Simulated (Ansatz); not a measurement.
**C₂H₈Cl₂GeSi: taking an electron away**

How much energy removes an electron from C₂H₈Cl₂GeSi at fixed geometry? The cation is run at each level and the neutral's energy taken from earlier runs.

The runs use Ansatz 0.2.0, Gaussian basis; unrestricted cation, the program's frozen cores in correlated methods.

Plan: UKS PBE-D4/def2-TZVPP; UKS r2SCAN-D4/def2-TZVPP; UKS PBE0-D4/def2-TZVPP; UKS B3LYP-D4/def2-TZVPP; UKS wB97X-V/def2-TZVPP; UKS wB97M-V/def2-TZVPP; UKS B2PLYP/def2-TZVPP; UHF-CCSD(T)/def2-TZVPP; UHF-MP2/def2-QZVPP; extrapolation to the limit; then −ε(HOMO) from the neutral's earlier runs with LDA (SPW92), PBE-D4, revPBE-D4, BLYP-D4, r2SCAN-D4, B97M-V, PBE0-D4, B3LYP-D4, r2SCANh-D4, r2SCAN0-D4, HSE06-D4, BHLYP-D4, CAM-B3LYP-D4, LC-ωPBE, ωB97X-V, ωB97M-V.

## 1. The relaxed structure

An earlier PBE0-D4/def2-TZVP relaxation fixed the geometry.

SMILES `Cl[SiH](Cl)C[CH2][GeH3]`, 14 atoms, charge 0, spin multiplicity 1.

Atoms are counted from 1 here; the program's logs count them from 0.

Bond lengths: Cl1–Si2 2.049 Å, Si2–Cl3 2.050 Å, Si2–C4 1.860 Å, Si2–H7 1.477 Å, C4–C5 1.529 Å, C4–H8 1.097 Å, C4–H9 1.097 Å, C5–Ge6 1.966 Å, C5–H10 1.094 Å, C5–H11 1.093 Å, Ge6–H12 1.537 Å, Ge6–H13 1.539 Å, Ge6–H14 1.540 Å. Angles: Cl1–Si2–Cl3 109.2°, Cl1–Si2–C4 108.8°, Cl1–Si2–H7 107.3°, Cl3–Si2–C4 109.7°, Cl3–Si2–H7 107.3°, C4–Si2–H7 114.5°, Si2–C4–C5 116.0°, Si2–C4–H8 106.2°, Si2–C4–H9 106.4°, C5–C4–H8 110.6°, C5–C4–H9 111.2°, H8–C4–H9 105.9°, C4–C5–Ge6 115.4°, C4–C5–H10 109.8°, C4–C5–H11 110.5°, Ge6–C5–H10 106.7°, Ge6–C5–H11 107.5°, H10–C5–H11 106.5° and more.

## 2. Cation, UKS PBE-D4/def2-TZVPP

in.yaml

```yaml
crystal:
  periodic: [false, false, false]
  atoms:
    - {symbol: Cl, position_ang: [-3.092321, -0.911305, 1.836661]}
    - {symbol: Si, position_ang: [-1.534561, 0.156267, 1.042908]}
    - {symbol: Cl, position_ang: [-0.733049, 1.360356, 2.495535]}
    - {symbol: C, position_ang: [-0.242516, -1.034461, 0.433578]}
    - {symbol: C, position_ang: [1.096591, -0.419134, 0.025850]}
    - {symbol: Ge, position_ang: [1.026318, 0.810317, -1.506645]}
    - {symbol: H, position_ang: [-2.094252, 1.040556, 0.000400]}
    - {symbol: H, position_ang: [-0.101239, -1.769492, 1.235070]}
    - {symbol: H, position_ang: [-0.696936, -1.583510, -0.400393]}
    - {symbol: H, position_ang: [1.803544, -1.210608, -0.237854]}
    - {symbol: H, position_ang: [1.538221, 0.125849, 0.864147]}
    - {symbol: H, position_ang: [2.453989, 1.174661, -1.944569]}
    - {symbol: H, position_ang: [0.271496, 2.099471, -1.137763]}
    - {symbol: H, position_ang: [0.291914, 0.131734, -2.678223]}
basis:
  gaussian: {orbitals: def2-TZVPP}
total_charge: 1
magnetization: {spin_polarized: true, initial_magnetization: 1}
hamiltonian: {xc: pbe, dispersion: d4}
```

After this run come: Cation, UKS r2SCAN-D4/def2-TZVPP; Cation, UKS PBE0-D4/def2-TZVPP; Cation, UKS B3LYP-D4/def2-TZVPP; Cation, UKS wB97X-V/def2-TZVPP; Cation, UKS wB97M-V/def2-TZVPP; Cation, UKS B2PLYP (frozen core)/def2-TZVPP; Cation, UHF-CCSD(T)/def2-TZVPP; Cation, UHF-MP2/def2-QZVPP.

Q: Predict the results of all the runs planned. Wanted: ionisation energy, CCSD(T)/CBS; nearest functional by difference; nearest −ε(HOMO); −ε(HOMO) of PBE; T1 of the cation.

As calculated:

| quantity | value |
| --- | --- |
| ionisation energy, CCSD(T)/CBS | 10.72 eV |
| nearest functional by difference | ωB97X-V (-0.18 eV) |
| nearest −ε(HOMO) | ωB97X-V (+0.04 eV) |
| −ε(HOMO) of PBE | 7.15 eV |
| T1 of the cation | 0.047 |

**Reading.** Energy differences with functionals land within 1.07 eV of the reference. −ε(HOMO) of PBE misses by 3.6 eV, since self-interaction lifts the level. Among orbital estimates ωB97X-V comes nearest. Hartree-Fock falls 0.81 eV short, as the neutral has more correlation energy than the cation. The cation's T1 (from the report) is 0.047, above the customary mark of 0.045 for open shells, so the coupled-cluster value is less safe. Correlated methods include outer-core shells of Ge, which these sets cover unevenly. With outer-core shells in play the last digit of the reference is unsure.
